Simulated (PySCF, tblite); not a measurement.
**CH8BNSi2 (triplet), a cluster model of a defect: infrared bands and EPR parameters**

Wanted: the infrared bands and EPR parameters for `[SiH3]B[C]N[SiH3]`. It is drawn as: twofold C.

Computed with tblite 0.8.0 and PySCF 2.14.0; each step states its level. No surroundings beyond the atoms listed, unless a continuum is named. Atoms count from 0, parts from 1.

## 1. The system as given

13 atoms, charge 0, multiplicity 3; geometry: distance geometry start.

## 2. Relaxing the cluster with GFN2-xTB

Job settings and geometry (Å):

```
{"job": {"kind": "relax", "xc": "GFN2-xTB", "basis": "xTB"}, "charge": 0, "multiplicity": 3}
C      0.000760    -1.211368     0.038903
N      1.017083    -0.692968     0.875851
Si     0.929193     1.051527     1.265428
B     -1.253727    -1.841149    -0.668989
Si    -1.906086    -0.896052    -2.249062
H      1.332170    -1.321826     1.655489
H     -0.339396     1.570269     0.882048
H      1.098777     1.263882     2.682189
H      1.954451     1.765048     0.587021
H     -2.091678    -2.251703     0.024881
H     -2.908181     0.048880    -1.864524
H     -0.830032    -0.202213    -2.872442
H     -2.462939    -1.842844    -3.171022
```

Level: GFN2-xTB geometry optimisation, gas phase.

The run is started by

```sh
OMP_NUM_THREADS=1 python cluster_run.py task.json out
```

One launch serves the whole session: the jobs run in the order shown.

**Question.** The jobs that follow are: GFN2-xTB harmonic vibrations, gas phase; PBE0-D3(BJ)/def2-SVP geometry optimisation, gas phase; UKS B3LYP, pcH-1 on B C H N Si, non-relativistic, mean-field spin-orbit, GIAO; UKS BP86, pcH-1 on B C H N Si, non-relativistic, mean-field spin-orbit, GIAO. Predict: strongest single infrared mode (GFN2-xTB); point group; rotational constants (main isotopes); D, E (B3LYP); g(iso) (B3LYP); ⟨S²⟩; largest a(iso).

**Answer**, as computed:

```
                                 quantity                 value
strongest single infrared mode (GFN2-xTB)              815 cm⁻¹
                              point group                    C1
     rotational constants (main isotopes)  4.71, 1.65, 1.26 GHz
                             D, E (B3LYP)     0.218, 0.005 cm⁻¹
                           g(iso) (B3LYP)               2.00231
                                     ⟨S²⟩    2.004 (exact 2.00)
                           largest a(iso)  13C on C0, 111.5 MHz
```

No mode is imaginary at GFN2-xTB; the softest lies at 71 cm⁻¹. Over 12 steps the energy fell by 0.145 eV; of the close pairs, B3–Si4 changed most, 1.981 to 2.023 Å (PBE0/def2-SVP). C0 carries the largest spin population, 1.23 e. The isotropic g lies 0.0 ppt below the free-electron value. The coupling of 13C on C0 runs from 89.6 (BP86/pcH-1) to 111.5 MHz (B3LYP/pcH-1). The triplet was assumed; the singlet may lie lower. A capped cluster stands for the solid here, so long-range fields and strain are missing, and bands or shifts of the capping hydrogens have no counterpart in it.
